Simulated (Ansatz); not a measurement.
**CH4BNO: taking an electron away**

One table from this session's results is given with a row withheld; the runs are named, their logs left out.

Computed with Ansatz 0.2.0, Gaussian basis. Level: unrestricted cation, the program's frozen cores in correlated methods.

Levels to be run: UKS PBE-D4/def2-TZVPP; UKS r2SCAN-D4/def2-TZVPP; UKS PBE0-D4/def2-TZVPP; UKS B3LYP-D4/def2-TZVPP; UKS wB97X-V/def2-TZVPP; UKS wB97M-V/def2-TZVPP; UKS B2PLYP/def2-TZVPP; UHF-MP2/def2-TZVPP; UHF-MP2/def2-QZVPP; then −ε(HOMO) from the neutral's earlier runs with LDA (SPW92), PBE-D4, revPBE-D4, BLYP-D4, r2SCAN-D4, B97M-V, PBE0-D4, B3LYP-D4, r2SCANh-D4, r2SCAN0-D4, HSE06-D4, BHLYP-D4, CAM-B3LYP-D4, LC-ωPBE, ωB97X-V, ωB97M-V.

1 further run of the same task is left out (it didn't finish).

## Structure used throughout

The geometry comes from an earlier relaxation with PBE0-D4 in a triple-zeta def2 set; it is a stationary point, not always the lowest conformer.

SMILES `BOC=N`, 8 atoms, charge 0, spin multiplicity 1.

Atoms are counted from 1 here; the program's logs count them from 0.

Bond lengths: B1–O2 1.362 Å, B1–H5 1.193 Å, B1–H6 1.194 Å, O2–C3 1.355 Å, C3–N4 1.252 Å, C3–H7 1.092 Å, N4–H8 1.016 Å. Angles: O2–B1–H5 120.2°, O2–B1–H6 115.5°, H5–B1–H6 124.2°, B1–O2–C3 123.2°, O2–C3–N4 121.9°, O2–C3–H7 110.8°, N4–C3–H7 127.3°, C3–N4–H8 110.5°.

The first run:

File in.yaml:

```yaml
crystal:
  periodic: [false, false, false]
  atoms:
    - {symbol: B, position_ang: [-0.631967, 1.325189, -0.214735]}
    - {symbol: O, position_ang: [0.422099, 0.701885, 0.380830]}
    - {symbol: C, position_ang: [0.686843, -0.618548, 0.227075]}
    - {symbol: N, position_ang: [-0.224787, -1.476502, 0.199817]}
    - {symbol: H, position_ang: [-1.264403, 0.763421, -1.056079]}
    - {symbol: H, position_ang: [-0.825456, 2.451235, 0.130450]}
    - {symbol: H, position_ang: [1.763545, -0.795069, 0.178913]}
    - {symbol: H, position_ang: [0.166224, -2.408811, 0.098029]}
basis:
  gaussian: {orbitals: def2-TZVPP}
total_charge: 1
magnetization: {spin_polarized: true, initial_magnetization: 1}
hamiltonian: {xc: pbe, dispersion: d4}
```

Started as:

```bash
ansatz run in.yaml --threads 2 --pin off --events-out ev --progress --plain --max-ram 4352MiB
```

Among the steps run: Cation, UKS PBE-D4/def2-TZVPP; Cation, UKS r2SCAN-D4/def2-TZVPP; Cation, UKS PBE0-D4/def2-TZVPP; Cation, UKS B3LYP-D4/def2-TZVPP; Cation, UKS wB97X-V/def2-TZVPP; Cation, UKS wB97M-V/def2-TZVPP; Cation, UKS B2PLYP (frozen core)/def2-TZVPP; Cation, UHF-MP2/def2-TZVPP; Cation, UHF-MP2/def2-QZVPP.

One of the session's tables, all rows but one given; the rest of the session is left out.

For comparison, −ε(HOMO) of the neutral from earlier runs:

| functional | −ε(HOMO) (eV) |
| --- | --- |
| LDA (SPW92) | 7.08 |
| PBE-D4 | ? |
| revPBE-D4 | 6.90 |
| BLYP-D4 | 6.86 |
| r2SCAN-D4 | 7.28 |
| B97M-V | 7.46 |
| PBE0-D4 | 8.51 |
| B3LYP-D4 | 8.27 |
| r2SCANh-D4 | 7.86 |
| r2SCAN0-D4 | 8.73 |
| HSE06-D4 | 8.10 |
| BHLYP-D4 | 10.00 |
| CAM-B3LYP-D4 | 10.00 |
| LC-ωPBE | 11.38 |
| ωB97X-V | 11.02 |
| ωB97M-V | 10.95 |

**Question.** Estimate the row for PBE-D4.

As computed: −ε(HOMO) (eV): 6.96. In the column «−ε(HOMO) (eV)» it lies between revPBE-D4 (6.90) and LDA (SPW92) (7.08).
